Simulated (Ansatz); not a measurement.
# CH₅ClNSi radical: small, medium and large basis sets

How large a basis does CH₅ClNSi radical need? Two functionals and correlated methods are run in growing sets.

Method: one geometry, several basis sets; program: Ansatz 0.2.0, Gaussian basis.

Plan: PBE0-D4/def2-SVP; ωB97M-V/def2-SVP; PBE0-D4/def2-QZVPP; ωB97M-V/def2-QZVPP; CCSD(T)/cc-pV(D+d)Z; CCSD(T)/cc-pV(T+d)Z; MP2/cc-pV(Q+d)Z; the functionals' def2-TZVPP values are taken from earlier runs.

## 1. Structure used throughout

The geometry comes from an earlier relaxation with PBE0-D4/def2-TZVP; it is a stationary point, not always the lowest conformer.

SMILES `C[N][SiH2]Cl`, 9 atoms, charge 0, spin multiplicity 2.

Atoms are counted from 1 here; the program's logs count them from 0.

Bond lengths: C1–N2 1.421 Å, C1–H5 1.100 Å, C1–H6 1.103 Å, C1–H7 1.095 Å, N2–Si3 1.730 Å, Si3–Cl4 2.044 Å, Si3–H8 1.485 Å, Si3–H9 1.486 Å. Angles: N2–C1–H5 115.6°, N2–C1–H6 107.9°, N2–C1–H7 110.9°, H5–C1–H6 106.4°, H5–C1–H7 109.5°, H6–C1–H7 106.0°, C1–N2–Si3 121.0°, N2–Si3–Cl4 109.2°, N2–Si3–H8 109.2°, N2–Si3–H9 111.6°, Cl4–Si3–H8 108.1°, Cl4–Si3–H9 107.8°, H8–Si3–H9 110.9°.

As a file:

```xyz
9
charge 0, multiplicity 2
C     0.49375    1.34152    0.14049
N     0.62877   -0.02101    0.52177
Si   -0.41564   -1.23740   -0.12918
Cl    0.31951   -3.08248    0.35452
H     0.13431    1.51418   -0.88429
H    -0.24469    1.81004    0.81269
H     1.43093    1.88537    0.29530
H    -1.76241   -1.10143    0.48225
H    -0.49593   -1.15519   -1.61065
```

## 2. PBE0-D4 in def2-SVP

Contents of in.yaml:

```yaml
crystal:
  periodic: [false, false, false]
  atoms:
    - {symbol: C, position_ang: [0.493751, 1.341524, 0.140487]}
    - {symbol: N, position_ang: [0.628773, -0.021010, 0.521769]}
    - {symbol: Si, position_ang: [-0.415641, -1.237400, -0.129180]}
    - {symbol: Cl, position_ang: [0.319507, -3.082479, 0.354521]}
    - {symbol: H, position_ang: [0.134306, 1.514180, -0.884288]}
    - {symbol: H, position_ang: [-0.244689, 1.810035, 0.812691]}
    - {symbol: H, position_ang: [1.430930, 1.885366, 0.295301]}
    - {symbol: H, position_ang: [-1.762412, -1.101425, 0.482250]}
    - {symbol: H, position_ang: [-0.495926, -1.155191, -1.610651]}
basis:
  gaussian: {orbitals: def2-SVP}
magnetization: {spin_polarized: true, initial_magnetization: 1}
hamiltonian: {xc: pbe0, dispersion: d4}
output: {orbitals: {seedname: orbitals}}
```

Started as:

```console
ansatz run in.yaml --threads 2 --pin off --events-out ev --progress --plain --max-ram 20480MiB --backend cpu
```

Further steps of the session: ωB97M-V in def2-SVP; PBE0-D4 in def2-QZVPP; ωB97M-V in def2-QZVPP; CCSD(T) in cc-pV(D+d)Z; CCSD(T) in cc-pV(T+d)Z; MP2 in cc-pV(Q+d)Z.

**Question.** What will the summary of the whole plan be? Wanted: MP2 correlation recovered, cc-pV(D+d)Z; MP2 correlation recovered, cc-pV(T+d)Z; MP2 correlation recovered, cc-pV(Q+d)Z; difference of two CCSD(T) limits: def2 sets; PBE0-D4: double and triple zeta above quadruple; ωB97M-V: double and triple zeta above quadruple.

The runs gave:

```
                                                                   quantity           value
                                     MP2 correlation recovered, cc-pV(D+d)Z          68.4 %
                                     MP2 correlation recovered, cc-pV(T+d)Z          87.7 %
                                     MP2 correlation recovered, cc-pV(Q+d)Z          94.9 %
difference of two CCSD(T) limits: def2 sets (earlier runs) less this series         -94 meV
                            PBE0-D4: double and triple zeta above quadruple  11.02, 0.80 eV
                            ωB97M-V: double and triple zeta above quadruple  11.09, 0.76 eV
```

**Reading.** For PBE0-D4 the step from double to triple zeta gains 10.22 eV and the next only 0.80 eV. In cc-pV(D+d)Z MP2 holds 68 % of its limit, in cc-pV(Q+d)Z 95 %, while Hartree-Fock is within 0.117 eV in the largest set. A limit from the def2 sets, made apart, differs by 94 meV, a least measure of the doubt on such a limit. Total energies overstate the basis error of differences, where much of it tends to cancel.
